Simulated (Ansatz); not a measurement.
# SiNi3: the cost of one run

Program: Ansatz 0.2.0. Level of theory: DFT, PBE, plane-wave PAW, default files, scalar-relativistic, as far as a step names no other. These are calculated values, not measurements.

### 1 The system as given

It takes space group Pm-3m (No. 221, cubic). The conventional cell has a = 3.551 Å, b = 3.551 Å, c = 3.551 Å, α = 90.00°, β = 90.00°, γ = 90.00°. Si (site symmetry m-3m) has 12 Ni at 2.51 Å as nearest neighbours. Ni (site symmetry 4/mmm) has 4 Si at 2.51 Å and 8 Ni at 2.51 Å as nearest neighbours.

Coordinates:

```
Si Ni
1.0
     3.55110    0.00000    0.00000
     0.00000    3.55110    0.00000
     0.00000    0.00000    3.55110
Si Ni
1 3
Direct
  0.00000 0.00000 0.00000
  0.00000 0.50000 0.50000
  0.50000 0.00000 0.50000
  0.50000 0.50000 0.00000
```

The earlier run gave: no gap over 0.1 eV on the mesh, largest force 0.000 eV/Å, pressure -7.4 GPa.

Like atoms gathered into sites:

| site | atoms | first shell | V_zz (10²¹ V/m²) | η | C_Q (MHz) |
| --- | --- | --- | --- | --- | --- |
| Si | 1 | 12 Ni at 2.51 Å | 0.00 | – | – |
| Ni | 2, 3, 4 | 4 Si at 2.51 Å, 8 Ni at 2.51 Å | -4.61 | 0.00 | -18.0 (⁶¹Ni) |

Conventions: |V_zz| ≥ |V_yy| ≥ |V_xx|, η = (V_xx − V_yy)/V_zz, C_Q = eQV_zz/h. Q values from Pyykkö, Mol. Phys. 116, 1328 (2018). A dash under C_Q marks elements without a common quadrupolar isotope.

### 2 Ions relaxed at fixed cell

File input.yaml:

```yaml
crystal:
  lattice:
    - [3.5511, 0.0, 0.0]
    - [0.0, 3.5511, 0.0]
    - [0.0, 0.0, 3.5511]
  atoms:
    - { symbol: Si, position: [0.0, 0.0, 0.0] }
    - { symbol: Ni, position: [0.0, 0.5, 0.5], spin: 1.5 }
    - { symbol: Ni, position: [0.5, 0.0, 0.5], spin: 1.5 }
    - { symbol: Ni, position: [0.5, 0.5, 0.0], spin: 1.5 }
magnetization:
  spin_polarized: true
kpoints:
  mp_grid: { grid: [13, 13, 13] }
scf:
  occupations: { method: fermi_dirac, width: 0.05 }
hamiltonian:
  xc: pbe
  pseudopotentials: { kind: paw }
output:
  forces: true
  stress: true
  populations: true
  efg: { quadrupole_moments_barn: { Ni: 0.162 }, contact_densities: true }
  write_density: true
  write_potential: true
  elf: true
  volumetric_format: npy
relax:
  f_tol: 0.02
  max_steps: 60
```

On the command line:

```console
$ ansatz run input.yaml --threads 1 --pin off --max-ram 3072MiB --backend cpu --events-out ev --progress --plain --runs-dir out
```

**Question.** How long does this run take on 1 thread of Intel Xeon 6975P-C (Granite Rapids), shared host, and how much memory does it need?

About 17 s, with a peak of 0.59 GiB.
